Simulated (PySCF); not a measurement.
# AlSe: the SCF solver's settings

The same problem is solved with other solver options, one edit a run.

Computed with PySCF 2.14.0. Level: each script names its method and basis.

1 further run of the same task is left out (it didn't finish).

### Step 1. The system as given

AlSe: 2 atoms, charge 0, spin multiplicity 2.

Bond lengths: Al1–Se2 2.310 Å.

### Step 2. Base script

The input, input.py:

```python
from pyscf import gto, scf, mp

mol = gto.M(
    atom='Al 0 0 0; Se 0 0 2.31',
    basis='cc-pvdz-dk',
    charge=0,
    spin=1,
    symmetry=True,
    verbose=4,
)
mf = scf.UHF(mol)
mf = mf.sfx2c1e()
mf.kernel()
mp.MP2(mf, frozen=14).kernel()
mf.dip_moment()
print('orbital energies (hartree):', [e[max(0, n-3):n+3].round(4) for e, n in zip(mf.mo_energy, mol.nelec)])
```

Command:

```
$ python input.py
```

The log of this run is left out.

It gives: E(SCF) = -2670.354289 Eh, 15 cycles, E(MP2) − E(SCF) = -0.16327 Eh, ⟨S²⟩ = 0.799, μ = 4.33 D (of the SCF density).

The bond length is a typed value, not an optimised one.

### Step 3. Initial guess hcore

Variant 1 changes initial guess: minao → hcore.

The input, input.py:

```python
from pyscf import gto, scf, mp

mol = gto.M(
    atom='Al 0 0 0; Se 0 0 2.31',
    basis='cc-pvdz-dk',
    charge=0,
    spin=1,
    symmetry=True,
    verbose=4,
)
mf = scf.UHF(mol)
mf = mf.sfx2c1e()
mf.init_guess = 'hcore'
mf.kernel()
mp.MP2(mf, frozen=14).kernel()
mf.dip_moment()
print('orbital energies (hartree):', [e[max(0, n-3):n+3].round(4) for e, n in zip(mf.mo_energy, mol.nelec)])
```

Command:

```
$ python input.py
```

### Step 4. Initial guess mod_huckel

Variant 2 changes initial guess: minao → mod_huckel.

Changes to input.py since step 2:

```diff
@@ -12,2 +12,3 @@
 mf = mf.sfx2c1e()
+mf.init_guess = 'mod_huckel'
 mf.kernel()
```

### Step 5. Damping 0.8

Variant 3 changes damping: none → 0.8.

Changes to input.py since step 2:

```diff
@@ -12,2 +12,4 @@
 mf = mf.sfx2c1e()
+mf.damp = 0.8
+mf.diis_start_cycle = 8
 mf.kernel()
```

Q: Predict the outcome of this session. Wanted: for each run, E(SCF); from base; gap, α spin; SCF dipole; after the SCF.

As calculated:

```
                     run  E(SCF) (hartree)  from base (eV)  cycles  gap, α spin (eV)  SCF dipole (D)                           after the SCF
                    base      -2670.354289               0      15              9.59            4.33  MP2 correlation -4.443 eV, core frozen
     initial guess hcore      -2670.354289          0.0000      16              9.59            4.33  MP2 correlation -4.443 eV, core frozen
initial guess mod_huckel      -2670.354289          0.0000      13              9.59            4.33  MP2 correlation -4.443 eV, core frozen
             damping 0.8      -2670.354289          0.0000      20              9.59            4.33  MP2 correlation -4.443 eV, core frozen
```

Distance from each run's final energy (log10 hartree) by cycle:

```csv
run,cycle 1,cycle 2,cycle 3,cycle 5,cycle 8,cycle 12
base,-1.1,-1.4,-2.6,-3.9,-5.2,-8.0
initial guess hcore,1.0,0.6,-1.1,-2.4,-4.4,-7.2
initial guess mod_huckel,-1.6,-2.1,-2.6,-3.2,-6.1,-9.8
damping 0.8,-1.1,-1.4,-1.6,-2.1,-2.9,-4.6
```

No change of the SCF energy comes from initial guess hcore or initial guess mod_huckel or damping 0.8. The base needs 15 cycles and the run with damping 0.8 needs 20.
